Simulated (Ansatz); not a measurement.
# CuMoF6: the cost of one run

Method: DFT PBEsol+U (U_eff = 6 eV on Mo d), plane waves, PAW, in Ansatz 0.2.0.

## 1. The starting structure

It takes space group P-1 (No. 2, triclinic). Conventional cell: a = 4.920 Å, b = 5.034 Å, c = 5.438 Å, α = 63.20°, β = 89.10°, γ = 61.28°. Cu (site symmetry -1) is surrounded by 6 F at 1.93 to 2.21 Å. Around Mo (site symmetry -1) lie 6 F at 1.91 to 1.99 Å. Around F (site symmetry 1) lie 1 Cu at 1.93 Å and 1 Mo at 1.99 Å. F (site symmetry 1) is surrounded by 1 Mo at 1.91 Å and 1 Cu at 2.21 Å. F (site symmetry 1) is surrounded by 1 Mo at 1.94 Å and 1 Cu at 2.00 Å.

Coordinates:

```cif
data_structure
_symmetry_space_group_name_H-M 'P 1'
_symmetry_Int_Tables_number 1
_cell_length_a 4.9199
_cell_length_b 5.0342
_cell_length_c 5.4381
_cell_angle_alpha 63.197
_cell_angle_beta 89.098
_cell_angle_gamma 61.281
_cell_volume 101.90
loop_
_atom_site_label
_atom_site_type_symbol
_atom_site_fract_x
_atom_site_fract_y
_atom_site_fract_z
_atom_site_occupancy
Cu1 Cu 0.00000 0.00000 0.00000 1
Mo1 Mo 0.50000 0.00000 0.50000 1
F1 F 0.75672 0.85075 0.24971 1
F2 F 0.24328 0.14925 0.75029 1
F3 F 0.58078 0.53806 0.73545 1
F4 F 0.41922 0.46194 0.26455 1
F5 F 0.12026 0.12914 0.26093 1
F6 F 0.87974 0.87086 0.73907 1
```

An earlier series on this cell reached its lowest free state from «ferromagnetic start, free, symmetry kept, no search», perhaps among other starts.

## 2. Spin-orbit coupling, direction held

The input, input.yaml:

```yaml
crystal:
  lattice:
    - [4.91990023, 0.0, 0.0]
    - [2.41900324, 4.41491178, 0.0]
    - [0.0856375, 2.74919871, 4.69120435]
  atoms:
    - { symbol: Cu, position: [0.0, 0.0, 0.0] }
    - { symbol: Mo, position: [0.5, 0.0, 0.5], spin: 1.0, spin_axis: [0.0, 0.0, 1.0] }
    - { symbol: F, position: [0.75672296, 0.85074599, 0.24971316] }
    - { symbol: F, position: [0.24327704, 0.14925401, 0.75028684] }
    - { symbol: F, position: [0.5807794, 0.53806053, 0.73544863] }
    - { symbol: F, position: [0.4192206, 0.46193947, 0.26455137] }
    - { symbol: F, position: [0.12025522, 0.12914197, 0.26092788] }
    - { symbol: F, position: [0.87974478, 0.87085803, 0.73907212] }
basis:
  ecutwfc: 420
  ecutrho_ratio: 4
kpoints:
  mp_grid: { grid: [5, 5, 4] }
hamiltonian:
  xc: pbesol
  hubbard:
    sites:
      - { site: 1, l: d, u_eff: 6.0, starting_ns: [{ occupation_matrix: s1 }] }
    occupation_matrices:
      s1:
        spinor_matrix:
          - [[0.48195, 0.0], [0.07092, 0.0], [-0.2598, 0.0], [0.00464, 0.0], [0.39103, 0.0], [0.0, 0.0], [0.0, 0.0], [0.0, 0.0], [0.0, 0.0], [0.0, 0.0]]
          - [[0.07092, 0.0], [0.03089, 0.0], [-0.03988, 0.0], [0.00071, 0.0], [0.06003, 0.0], [0.0, 0.0], [0.0, 0.0], [0.0, 0.0], [0.0, 0.0], [0.0, 0.0]]
          - [[-0.2598, 0.0], [-0.03988, 0.0], [0.16612, 0.0], [-0.00261, 0.0], [-0.21992, 0.0], [0.0, 0.0], [0.0, 0.0], [0.0, 0.0], [0.0, 0.0], [0.0, 0.0]]
          - [[0.00464, 0.0], [0.00071, 0.0], [-0.00261, 0.0], [0.02005, 0.0], [0.00393, 0.0], [0.0, 0.0], [0.0, 0.0], [0.0, 0.0], [0.0, 0.0], [0.0, 0.0]]
          - [[0.39103, 0.0], [0.06003, 0.0], [-0.21992, 0.0], [0.00393, 0.0], [0.351, 0.0], [0.0, 0.0], [0.0, 0.0], [0.0, 0.0], [0.0, 0.0], [0.0, 0.0]]
          - [[0.0, 0.0], [0.0, 0.0], [0.0, 0.0], [0.0, 0.0], [0.0, 0.0], [0.02, 0.0], [0.0, 0.0], [0.0, 0.0], [0.0, 0.0], [0.0, 0.0]]
          - [[0.0, 0.0], [0.0, 0.0], [0.0, 0.0], [0.0, 0.0], [0.0, 0.0], [0.0, 0.0], [0.02, 0.0], [0.0, 0.0], [0.0, 0.0], [0.0, 0.0]]
          - [[0.0, 0.0], [0.0, 0.0], [0.0, 0.0], [0.0, 0.0], [0.0, 0.0], [0.0, 0.0], [0.0, 0.0], [0.02, 0.0], [0.0, 0.0], [0.0, 0.0]]
          - [[0.0, 0.0], [0.0, 0.0], [0.0, 0.0], [0.0, 0.0], [0.0, 0.0], [0.0, 0.0], [0.0, 0.0], [0.0, 0.0], [0.02, 0.0], [0.0, 0.0]]
          - [[0.0, 0.0], [0.0, 0.0], [0.0, 0.0], [0.0, 0.0], [0.0, 0.0], [0.0, 0.0], [0.0, 0.0], [0.0, 0.0], [0.0, 0.0], [0.02, 0.0]]
    ns_hold: { iters: 8 }
scf:
  occupations: { method: gaussian, width: 0.05 }
  lower_state_search: "off"
  max_iter: 150
output:
  forces: true
  stress: true
  eigenvalues: true
  populations: true
  hubbard: { sites: [{ site: 1, l: d }] }
magnetization:
  noncollinear: true
  spin_orbit: true
  spin_locking: { lock_directions: true }
```

The typed matrices are held for 8 cycles. The lock stays on to the end, so the result is a constrained state unless its moments die out. This run includes spin–orbit coupling.

Started as:

```bash
$ ansatz run input.yaml --threads 4 --pin off --max-ram 6144MiB --backend cpu --events-out ev --progress --plain --runs-dir out
```

**Question.** How long does this run take on 4 threads of Arm Neoverse V2, shared host, and how much memory does it need?

About 2.5 min, with a peak of 1.7 GiB.
